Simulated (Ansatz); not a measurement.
Born–Oppenheimer molecular dynamics of a periodic cell of 28 atoms, In2CuSe3I (host In2CuSe3I, host structure Cm). It goes on from the last frame of an earlier run, with new velocities.

All numbers below come from Ansatz 0.2.0, DFT PBEsol, scalar-relativistic, plane waves, PAW. Settings: accuracy low, cutoff 420 eV, k mesh 1x1x1, fermi-dirac smearing 0.05 eV, no spin polarisation.

- ensemble: NVE (velocity Verlet)
- time step: 4.5 fs
- steps asked: 400
- starting velocities drawn for: 1560 K
- seed: 426605

Frames 90 fs apart, positions in Å, forces in eV/Å.

Velocities at 900.0 fs (Å/ps):

```
In -1.36 -0.13 3.88
In 5.30 3.22 -3.29
Cu -2.58 0.48 -5.85
Se 5.25 0.50 -1.68
Se 2.07 2.10 -2.52
Se 1.30 3.39 -1.42
I -0.15 -2.37 4.02
In -2.19 3.23 5.11
In -2.15 -1.31 0.16
Cu -0.98 0.56 -3.38
Se 3.97 0.63 -2.71
Se -0.63 1.17 5.97
Se -2.64 0.31 2.93
I 1.89 -5.56 4.49
In -4.87 -9.33 2.07
In 1.39 4.31 2.92
Cu 6.48 0.66 0.31
Se 8.03 -0.85 2.42
Se -0.09 1.05 -2.21
Se 2.52 -2.91 -1.05
I -3.84 -0.92 -0.47
In -1.15 2.56 0.46
In -2.74 0.31 -4.52
Cu -2.39 0.12 -7.52
Se -1.29 -0.95 0.18
Se -4.79 -4.13 -6.88
Se 0.47 0.36 1.02
I 0.05 4.95 -2.26
```

```xyz
28
Lattice="-14.3660 0.0000 0.0000 0.0000 -8.4602 0.0000 -1.2900 0.0000 7.2758" Properties=species:S:1:pos:R:3:forces:R:3 time_fs=900.0 energy_less_start_eV=1.051 T=1258
In -1.847 -4.596 6.893 0.42 1.07 0.87
In -3.959 -0.817 0.263 -0.31 -0.44 0.48
Cu -13.034 -2.307 5.632 -0.03 -0.26 0.14
Se -6.710 -0.828 -0.196 -1.33 -0.12 0.36
Se -10.665 -1.478 2.474 -0.94 1.04 -0.43
Se -4.699 -1.040 4.775 -0.39 0.50 0.39
I -15.762 -3.577 4.305 0.51 -0.03 0.06
In -10.970 -0.517 6.015 0.31 -0.18 0.09
In -13.261 -0.772 1.248 0.15 0.07 1.38
Cu -7.549 2.594 -0.484 0.39 -0.33 -0.33
Se -1.359 -2.069 1.038 0.43 -0.25 -1.39
Se -4.940 1.431 1.293 -0.22 -0.14 0.39
Se -14.146 -0.437 6.050 -0.30 0.88 -0.67
I -7.553 1.620 4.615 -0.43 -0.02 0.26
In -2.350 -9.601 5.719 0.65 0.31 0.24
In -3.454 -6.342 -3.320 0.29 -0.15 -0.33
Cu -7.684 -7.816 1.382 0.91 0.11 -0.30
Se -5.699 -4.391 0.091 -2.51 -1.97 -2.61
Se -9.330 -6.418 0.783 -0.59 0.12 0.00
Se -2.927 -6.573 5.917 -1.22 -1.18 -0.38
I -15.227 -7.500 2.630 0.29 -0.29 0.03
In -9.278 -2.983 8.252 0.18 -0.06 -0.70
In -11.003 -3.825 1.544 -0.01 -0.86 -1.00
Cu -5.289 -2.808 3.482 -0.58 -0.23 -0.14
Se 1.210 -5.221 1.316 0.39 -0.01 0.24
Se -4.417 -3.454 1.454 2.97 2.12 2.98
Se -11.313 -3.673 5.883 0.43 -0.04 0.79
I -7.965 -3.166 3.876 0.54 0.35 -0.43
28
Lattice="-14.3660 0.0000 0.0000 0.0000 -8.4602 0.0000 -1.2900 0.0000 7.2758" Properties=species:S:1:pos:R:3:forces:R:3 time_fs=990.0 energy_less_start_eV=1.650 T=1088
In -1.997 -4.676 7.337 0.25 -1.66 -0.32
In -3.727 -0.598 0.186 -0.48 -0.12 0.38
Cu -13.162 -2.235 5.398 0.04 0.52 0.65
Se -6.826 -0.941 -0.206 0.10 1.16 -0.40
Se -10.935 -1.196 1.976 1.35 -0.82 0.31
Se -4.743 -0.864 4.591 0.40 -0.53 0.34
I -15.569 -3.836 4.557 0.78 -0.50 -0.26
In -11.151 -0.278 6.534 -0.31 -0.23 0.00
In -13.267 -0.755 1.540 -1.60 0.45 -1.21
Cu -7.651 2.480 -0.841 0.19 0.37 0.27
Se -1.130 -2.345 0.918 -0.19 0.93 0.09
Se -5.024 1.460 1.826 1.51 0.18 -0.50
Se -14.458 -0.326 5.983 0.28 -0.58 0.27
I -7.481 1.207 4.969 0.05 0.40 -1.03
In -2.457 -10.066 5.614 0.39 1.17 -0.12
In -3.313 -5.964 -3.118 -0.29 0.27 0.24
Cu -7.036 -7.448 1.213 -1.78 -0.26 -0.28
Se -5.594 -4.923 -0.342 0.59 0.98 1.01
Se -9.278 -6.490 0.646 0.03 0.10 0.32
Se -3.034 -6.856 5.992 -0.27 0.85 0.98
I -15.448 -7.680 2.566 0.18 -0.02 -0.17
In -9.260 -2.824 8.025 -0.08 -1.71 0.56
In -11.148 -3.863 0.924 -1.21 -0.47 1.79
Cu -5.612 -2.601 3.123 1.80 0.19 -0.21
Se 1.280 -5.411 1.553 0.31 0.14 0.03
Se -3.966 -3.184 1.533 -1.64 -0.56 -0.51
Se -11.283 -3.457 6.163 0.78 0.41 -2.20
I -7.880 -2.733 3.660 -1.17 -0.66 -0.04
28
Lattice="-14.3660 0.0000 0.0000 0.0000 -8.4602 0.0000 -1.2900 0.0000 7.2758" Properties=species:S:1:pos:R:3:forces:R:3 time_fs=1080.0 energy_less_start_eV=1.176 T=1226
In -1.964 -5.174 7.809 -0.07 0.80 -0.12
In -3.850 -0.503 0.378 0.03 -0.68 -0.12
Cu -12.992 -1.939 5.766 -0.67 0.19 -0.19
Se -7.280 -0.647 -0.249 -0.41 -0.61 0.54
Se -10.924 -1.534 1.721 -1.25 0.04 0.97
Se -4.606 -0.957 4.717 -0.38 -0.09 -0.23
I -15.042 -4.228 4.693 -0.59 0.70 0.35
In -11.369 -0.259 6.944 1.19 0.27 -0.29
In -13.568 -0.617 1.341 0.68 -0.87 -0.06
Cu -7.635 2.607 -1.018 -0.06 -0.19 0.69
Se -1.128 -2.521 1.015 -0.05 -0.21 -0.57
Se -4.656 1.463 1.870 -1.19 0.19 0.06
Se -14.539 -0.278 6.047 0.64 0.53 -0.23
I -7.436 1.139 4.821 -0.02 1.04 -0.43
In -2.248 -9.985 5.202 0.46 -0.92 0.55
In -3.364 -5.460 -2.847 -0.26 -0.18 -0.27
Cu -6.963 -7.131 1.087 0.05 -0.24 0.16
Se -5.158 -4.716 -0.080 -2.84 -3.95 -3.08
Se -9.321 -6.293 0.705 0.53 0.28 -0.73
Se -3.564 -6.792 6.589 0.37 0.52 -0.53
I -15.674 -7.780 2.508 -0.37 0.25 0.66
In -9.086 -3.364 7.842 0.16 0.41 -0.42
In -11.416 -3.950 0.637 0.85 0.00 -0.50
Cu -5.221 -2.271 2.913 -0.54 -0.22 0.38
Se 1.491 -5.665 1.873 0.07 0.01 -0.49
Se -4.292 -3.275 1.071 2.83 4.47 3.41
Se -11.129 -3.061 5.604 0.15 -1.10 0.63
I -7.989 -2.607 3.409 0.67 -0.42 -0.18
28
Lattice="-14.3660 0.0000 0.0000 0.0000 -8.4602 0.0000 -1.2900 0.0000 7.2758" Properties=species:S:1:pos:R:3:forces:R:3 time_fs=1170.0 energy_less_start_eV=1.182 T=1222
In -1.910 -5.249 8.262 -0.05 -0.30 -0.31
In -3.946 -0.465 0.407 0.21 0.27 -0.41
Cu -12.893 -1.753 5.884 0.25 -0.12 -0.70
Se -7.622 -0.677 0.056 0.33 -0.63 -0.71
Se -11.567 -1.863 2.066 1.05 0.11 -0.29
Se -4.527 -1.051 4.943 0.46 -0.05 0.19
I -14.768 -4.284 4.991 -0.19 -0.01 -0.31
In -11.342 -0.240 7.221 -0.87 0.30 0.50
In -13.654 -0.942 1.096 -0.37 0.72 -0.45
Cu -7.414 2.538 -0.915 -0.43 -0.73 -0.91
Se -1.129 -2.658 0.587 -0.31 0.16 -0.08
Se -4.831 1.506 1.935 -0.73 -0.35 0.12
Se -14.168 0.186 5.957 0.00 -1.01 0.77
I -7.443 1.583 4.374 -0.35 -0.12 -0.14
In -1.872 -10.302 5.118 -0.51 0.55 0.34
In -3.627 -4.997 -2.644 -0.05 -0.02 -0.14
Cu -6.988 -7.255 1.126 0.12 0.34 0.71
Se -5.446 -5.008 -0.258 1.46 1.62 0.71
Se -9.281 -5.776 0.450 0.61 -1.91 0.58
Se -3.868 -6.440 6.803 0.79 0.31 -0.11
I -16.023 -7.761 2.735 0.94 -0.39 -0.21
In -8.864 -3.632 7.611 -0.59 1.58 -0.12
In -11.273 -4.080 0.191 -0.99 -0.26 1.05
Cu -5.384 -2.179 3.136 0.74 -0.29 -0.22
Se 1.766 -5.850 1.749 -0.36 0.69 -0.65
Se -4.126 -2.931 1.247 -0.76 -0.79 0.31
Se -11.170 -3.329 5.514 0.02 0.66 0.05
I -7.776 -2.757 3.027 -0.43 -0.31 0.41
28
Lattice="-14.3660 0.0000 0.0000 0.0000 -8.4602 0.0000 -1.2900 0.0000 7.2758" Properties=species:S:1:pos:R:3:forces:R:3 time_fs=1260.0 energy_less_start_eV=1.301 T=1187
In -1.937 -5.345 8.519 -0.88 0.68 -0.46
In -3.916 -0.045 0.223 0.24 0.37 0.08
Cu -12.599 -1.711 5.400 -0.01 0.06 0.44
Se -7.611 -0.767 -0.073 -0.51 0.97 0.00
Se -11.636 -1.853 2.155 -0.15 0.14 -0.37
Se -4.212 -1.204 5.101 -0.96 0.59 -0.24
I -14.634 -4.324 5.089 -0.04 -0.18 -0.67
In -11.685 -0.103 7.800 0.51 -0.57 -0.15
In -13.858 -1.032 0.864 0.43 -0.21 0.97
Cu -7.442 1.811 -1.244 0.23 -0.40 0.09
Se -1.346 -2.681 0.299 0.41 -0.35 1.11
Se -5.265 1.226 2.078 2.59 -0.50 0.30
Se -13.859 0.081 6.161 -0.16 0.10 -0.50
I -7.582 2.022 3.897 -0.21 -0.11 1.46
In -1.715 -10.333 5.179 0.36 0.15 -0.33
In -3.906 -4.586 -2.554 0.42 -0.44 0.30
Cu -7.298 -7.303 1.503 -0.25 -1.00 -0.49
Se -5.266 -4.312 0.020 -0.94 -1.18 -0.71
Se -8.935 -6.411 0.423 -2.60 2.13 -0.73
Se -3.675 -5.915 6.716 -0.44 -1.04 -0.30
I -15.864 -7.965 2.866 0.58 0.03 -0.60
In -8.925 -3.233 7.207 0.11 -0.41 0.18
In -11.322 -4.252 0.101 0.31 0.35 0.17
Cu -5.220 -2.332 3.432 -0.74 0.29 -0.12
Se 1.750 -5.889 1.435 0.68 -0.45 0.57
Se -4.155 -3.300 1.704 1.38 0.88 0.13
Se -11.074 -3.394 5.576 0.01 -0.60 -0.33
I -7.715 -3.065 2.934 -0.38 0.70 0.19
28
Lattice="-14.3660 0.0000 0.0000 0.0000 -8.4602 0.0000 -1.2900 0.0000 7.2758" Properties=species:S:1:pos:R:3:forces:R:3 time_fs=1350.0 energy_less_start_eV=2.160 T=942
In -2.098 -5.196 8.557 0.79 -1.43 -0.22
In -3.705 0.466 -0.042 -1.96 -1.44 1.86
Cu -12.241 -1.736 5.298 -0.19 -0.33 0.49
Se -8.127 -0.592 -0.194 0.18 1.80 0.19
Se -11.654 -2.006 2.219 0.12 0.01 -0.34
Se -4.416 -0.960 5.202 0.36 -0.90 -0.35
I -14.523 -4.501 4.842 -0.45 0.26 0.04
In -11.704 -0.048 8.189 -0.89 0.42 -0.26
In -13.852 -1.093 0.997 1.43 -0.37 -0.64
Cu -7.504 1.205 -1.518 -0.83 -0.40 1.08
Se -1.392 -2.872 0.713 -0.35 1.04 -0.73
Se -4.977 0.504 2.291 -0.99 0.05 -1.08
Se -13.692 -0.100 6.141 0.02 -0.15 0.19
I -7.768 2.224 3.963 0.54 -0.46 -0.74
In -1.565 -10.188 5.093 -0.44 -0.41 -0.05
In -3.987 -4.413 -2.277 -0.07 0.38 -0.09
Cu -7.428 -7.686 1.607 0.69 0.22 0.21
Se -5.363 -4.203 0.092 -0.03 0.21 0.01
Se -9.553 -6.045 0.222 2.06 -1.56 0.21
Se -3.734 -6.184 6.375 1.95 1.76 -0.17
I -15.368 -8.160 2.706 -0.68 0.76 0.50
In -8.923 -2.956 6.791 0.57 -2.13 -0.22
In -11.268 -4.266 0.175 -1.04 0.56 0.02
Cu -5.469 -2.240 3.452 0.37 0.21 -0.11
Se 1.638 -6.146 1.575 -0.63 1.00 -0.39
Se -3.554 -3.152 2.156 -0.63 -0.39 0.29
Se -10.964 -3.639 5.168 0.11 0.34 0.62
I -7.925 -2.941 3.043 -0.01 0.94 -0.33
28
Lattice="-14.3660 0.0000 0.0000 0.0000 -8.4602 0.0000 -1.2900 0.0000 7.2758" Properties=species:S:1:pos:R:3:forces:R:3 time_fs=1440.0 energy_less_start_eV=1.475 T=1138
In -2.231 -5.324 8.329 0.45 1.30 1.46
In -3.965 0.617 0.042 0.95 0.16 -1.40
Cu -12.089 -2.060 5.784 -0.05 -0.13 -0.02
Se -8.317 -0.614 -0.030 -0.03 -0.89 -0.37
Se -11.593 -2.379 2.319 0.26 0.83 0.11
Se -4.512 -1.150 5.299 0.06 -0.06 0.31
I -14.632 -4.521 4.623 -0.15 0.30 0.36
In -12.102 0.323 8.341 0.79 0.49 -0.09
In -13.414 -1.340 0.919 -1.72 -0.37 0.23
Cu -8.074 1.091 -1.475 0.44 0.71 -0.39
Se -1.434 -2.636 0.749 0.65 -0.26 -0.09
Se -5.245 -0.064 2.080 0.75 0.97 0.23
Se -13.539 -0.325 6.125 -0.18 -0.04 -0.24
I -7.803 2.064 3.987 -0.12 -0.41 0.38
In -1.682 -10.314 4.937 -0.71 -0.38 -0.34
In -3.957 -4.152 -2.008 0.74 0.27 -0.35
Cu -7.263 -7.791 1.660 -1.41 0.63 -0.35
Se -5.306 -4.112 0.283 -0.16 -0.11 -0.32
Se -9.090 -6.028 0.172 -0.48 0.13 0.33
Se -3.048 -6.022 6.199 -1.93 -1.10 -1.20
I -15.109 -8.020 2.668 -0.02 -0.04 -0.05
In -8.727 -3.233 6.388 0.06 0.47 0.34
In -11.492 -4.184 0.285 1.26 0.22 -0.99
Cu -5.487 -1.982 3.206 0.11 -1.16 0.45
Se 1.553 -5.869 1.509 0.15 -0.89 0.37
Se -3.408 -3.351 2.758 -0.33 -0.02 0.62
Se -10.832 -3.742 5.016 -0.09 -0.23 0.43
I -8.117 -2.282 3.011 0.69 -0.40 0.60
28
Lattice="-14.3660 0.0000 0.0000 0.0000 -8.4602 0.0000 -1.2900 0.0000 7.2758" Properties=species:S:1:pos:R:3:forces:R:3 time_fs=1530.0 energy_less_start_eV=1.038 T=1262
In -2.408 -5.062 8.390 0.35 -1.62 0.06
In -3.909 0.768 -0.336 -2.02 -1.22 1.89
Cu -11.834 -2.120 6.081 0.79 0.16 -0.17
Se -8.356 -1.009 -0.331 -0.58 0.76 -0.46
Se -11.341 -2.063 2.295 0.11 0.24 -0.03
Se -4.566 -1.282 5.531 -0.04 0.51 -0.74
I -14.798 -4.406 4.604 0.55 -0.17 0.29
In -12.276 0.777 8.381 0.53 -1.43 -0.74
In -13.435 -1.671 0.919 0.39 0.77 0.44
Cu -8.334 1.364 -1.624 0.09 -0.36 0.84
Se -1.317 -2.627 0.567 -0.53 0.28 -0.27
Se -5.345 0.129 1.860 -0.08 0.16 -0.60
Se -13.522 -0.592 6.164 -0.27 0.60 0.21
I -7.794 1.737 4.095 0.15 0.43 0.07
In -2.093 -10.522 4.670 0.67 1.08 0.30
In -3.661 -3.847 -1.787 -0.92 -0.85 1.36
Cu -7.801 -7.658 1.507 1.31 -1.35 0.52
Se -5.272 -4.113 0.221 0.50 -0.55 -0.05
Se -8.892 -6.045 0.473 -0.96 0.25 -0.79
Se -3.521 -6.345 5.965 1.28 1.70 0.13
I -14.972 -7.849 2.663 -0.27 -0.52 -0.12
In -8.444 -3.304 6.151 -1.12 0.98 -0.63
In -11.250 -4.197 0.157 0.53 0.07 0.25
Cu -5.423 -2.376 3.093 -0.03 0.43 -0.13
Se 1.737 -5.830 1.582 -0.78 0.80 -0.09
Se -3.576 -3.813 3.471 -0.24 -0.28 -2.03
Se -10.855 -4.072 5.221 0.14 0.31 0.24
I -7.905 -1.861 3.272 0.43 -1.22 0.25
```

Of the whole run (1800 fs, mean temperature of the second half 1209 K): The conserved energy stayed within 0.48 meV per atom of its start (net change -0.11 meV per atom), so the integration is sound. A run of 1.8 ps of so small a system gives no equilibrium averages. Limits of this set-up: coarse k mesh, low accuracy level.

The run took 33 min on 4 threads of Arm Neoverse V1, on a shared host, peak memory 1.3 GiB.
